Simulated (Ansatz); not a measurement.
# TiCo2: the cost of one run

Program: Ansatz 0.2.0. Level of theory: DFT LDA, scalar-relativistic, plane waves, PAW. These are calculated values, not measurements.

3 further runs of the same task are left out: 3 set aside as unsound or not needed.

## (1) Starting point

Symmetry: Fd-3m, No. 227, cubic system. Conventional cell: a = 6.495 Å, b = 6.495 Å, c = 6.495 Å, α = 90.00°, β = 90.00°, γ = 90.00°. Around Ti (site symmetry -43m) lie 12 Co at 2.69 Å and 4 Ti at 2.81 Å. Around Co (site symmetry -3m) lie 6 Co at 2.30 Å and 6 Ti at 2.69 Å.

As a file:

```cif
data_structure
_symmetry_space_group_name_H-M 'P 1'
_symmetry_Int_Tables_number 1
_cell_length_a 4.5925
_cell_length_b 4.5925
_cell_length_c 4.5925
_cell_angle_alpha 60.000
_cell_angle_beta 60.000
_cell_angle_gamma 60.000
_cell_volume 68.49
loop_
_atom_site_label
_atom_site_type_symbol
_atom_site_fract_x
_atom_site_fract_y
_atom_site_fract_z
_atom_site_occupancy
Ti1 Ti 0.50000 0.50000 0.50000 1
Ti2 Ti 0.75000 0.75000 0.75000 1
Co1 Co 0.12500 0.12500 0.12500 1
Co2 Co 0.62500 0.12500 0.12500 1
Co3 Co 0.12500 0.12500 0.62500 1
Co4 Co 0.12500 0.62500 0.12500 1
```

This cell was relaxed beforehand with the same method: volume 11.42 Å³/atom, gap on the mesh none (metal).

## (2) Optical spectrum

input.yaml reads:

```yaml
crystal:
  lattice:
    - [0.0, 3.2474172319, 3.2474172319]
    - [3.2474172319, 0.0, 3.2474172319]
    - [3.2474172319, 3.2474172319, 0.0]
  atoms:
    - { symbol: Ti, position: [0.5, 0.5, 0.5] }
    - { symbol: Ti, position: [0.75, 0.75, 0.75] }
    - { symbol: Co, position: [0.125, 0.125, 0.125] }
    - { symbol: Co, position: [0.625, 0.125, 0.125] }
    - { symbol: Co, position: [0.125, 0.125, 0.625] }
    - { symbol: Co, position: [0.125, 0.625, 0.125] }
basis:
  ecutwfc: 420
kpoints:
  mp_grid: { grid: [10, 10, 10] }
hamiltonian:
  xc: lda
scf:
  occupations: { method: fermi_dirac, width: 0.15 }
  n_extra_bands: 24
output:
  eigenvalues: true
  optics: { e_range: [0, 14], sigma: 0.1, nscf_kmesh: { grid: [16, 16, 16] } }
checkpoint:
  read: start.run
  write: ck
  compress: false
  write_wavefunctions: false
  write_every: 100000
```

Run with:

```console
$ ansatz run input.yaml --threads 2 --pin off --max-ram 6144MiB --backend cpu --events-out ev --progress --plain --runs-dir out
```

Q: Estimate wall time and peak memory on 2 threads of Intel Xeon at 2.50GHz (Skylake/Cascade Lake), shared host.

About 7.2 min, with a peak of 3.7 GiB.
